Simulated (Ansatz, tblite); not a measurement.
**MoOF4: charged states by level of theory**

One table from this session's results is given with a row withheld; the runs are named, their logs left out.

Method: as each input shows; program: Ansatz 0.2.0, Gaussian basis.

Levels to be run: charge +1 doublet, at the geometry of the singlet (PBE0-D4/def2-TZVP, PBE-D4/def2-TZVP, r2SCAN-D4/def2-TZVP, LC-ωPBE(0.10)/def2-TZVP, LC-ωPBE(0.15)/def2-TZVP, LC-ωPBE(0.20)/def2-TZVP, LC-ωPBE(0.30)/def2-TZVP, CCSD(T)/def2-SVP); charge -1 doublet, at the geometry of the singlet (PBE0-D4/def2-TZVPD, PBE-D4/def2-TZVPD, r2SCAN-D4/def2-TZVPD, LC-ωPBE(0.10)/def2-TZVP, LC-ωPBE(0.15)/def2-TZVP, LC-ωPBE(0.20)/def2-TZVP, LC-ωPBE(0.30)/def2-TZVP); the starting singlet's energies come from earlier runs.

1 further run of the same task is left out (set aside as unsound or not needed).

### The structure

The geometry is that of the singlet, from an earlier relaxation (PBE-D4/def2-SVP).

6 atoms, charge 0, spin multiplicity 1.

Atoms are counted from 1 here; the program's logs count them from 0.

Bond lengths: Mo1–O2 1.666 Å, Mo1–F3 1.853 Å, Mo1–F4 1.853 Å, Mo1–F5 1.853 Å, Mo1–F6 1.853 Å. Angles: O2–Mo1–F3 105.1°, O2–Mo1–F4 105.1°, O2–Mo1–F5 105.1°, O2–Mo1–F6 105.1°, F3–Mo1–F4 86.1°, F3–Mo1–F5 149.9°, F3–Mo1–F6 86.1°, F4–Mo1–F5 86.1°, F4–Mo1–F6 149.9°, F5–Mo1–F6 86.1°.

Formally the metal is d0. Mo takes a core potential in the def2 sets. No spin-orbit coupling is included.

The first run:

Input file in.yaml:

```yaml
crystal:
  periodic: [false, false, false]
  atoms:
    - {symbol: Mo, position_ang: [0.000065, -0.000165, 0.043257]}
    - {symbol: O, position_ang: [0.002617, -0.006586, 1.708779]}
    - {symbol: F, position_ang: [1.789066, 0.013291, -0.440709]}
    - {symbol: F, position_ang: [-0.012263, 1.791418, -0.431094]}
    - {symbol: F, position_ang: [-1.790412, -0.009911, -0.435314]}
    - {symbol: F, position_ang: [0.010918, -1.788038, -0.444929]}
basis:
  gaussian: {orbitals: def2-SVP}
total_charge: 1
magnetization: {spin_polarized: true, initial_magnetization: 1}
hamiltonian: {xc: pbe0, dispersion: d4}
output: {orbitals: {seedname: orbitals}}
```

Started as:

```bash
$ ansatz run in.yaml --threads 4 --pin off --events-out ev --progress --plain --max-ram 3916MiB
```

Among the steps run: Charge +1 doublet at the fixed geometry, first pass, PBE0-D4/def2-SVP; Charge +1 doublet at the fixed geometry, PBE0-D4/def2-TZVP; Charge +1 doublet at the fixed geometry, PBE-D4/def2-TZVP; Charge +1 doublet at the fixed geometry, r2SCAN-D4/def2-TZVP; Charge +1 doublet at the fixed geometry, LC-ωPBE(0.10)/def2-TZVP; Charge +1 doublet at the fixed geometry, LC-ωPBE(0.15)/def2-TZVP; Charge +1 doublet at the fixed geometry, LC-ωPBE(0.20)/def2-TZVP; Charge +1 doublet at the fixed geometry, LC-ωPBE(0.30)/def2-TZVP; Charge +1 doublet at the fixed geometry, CCSD(T)/def2-SVP.

One of the session's tables, all rows but one given; the rest of the session is left out.

It belongs to the step «Vertical ionisation energy». 

| method | vertical ionisation energy (eV) |
| --- | --- |
| HF/def2-SVP | 13.90 |
| PBE-D4/def2-TZVP | 13.44 |
| r2SCAN-D4/def2-TZVP | 13.74 |
| PBE0-D4/def2-TZVP | ? |
| MP2/def2-SVP | 15.32 |
| CCSD/def2-SVP | 14.53 |
| CCSD(T)/def2-SVP | 14.29 |

Estimate the missing values for PBE0-D4/def2-TZVP.

As computed: vertical ionisation energy (eV): 14.09. In the column «vertical ionisation energy (eV)» it lies between HF/def2-SVP (13.90) and CCSD(T)/def2-SVP (14.29).

Caveats from the session: The anion's highest level is positive in at least one run, so there the basis alone may hold the extra electron.
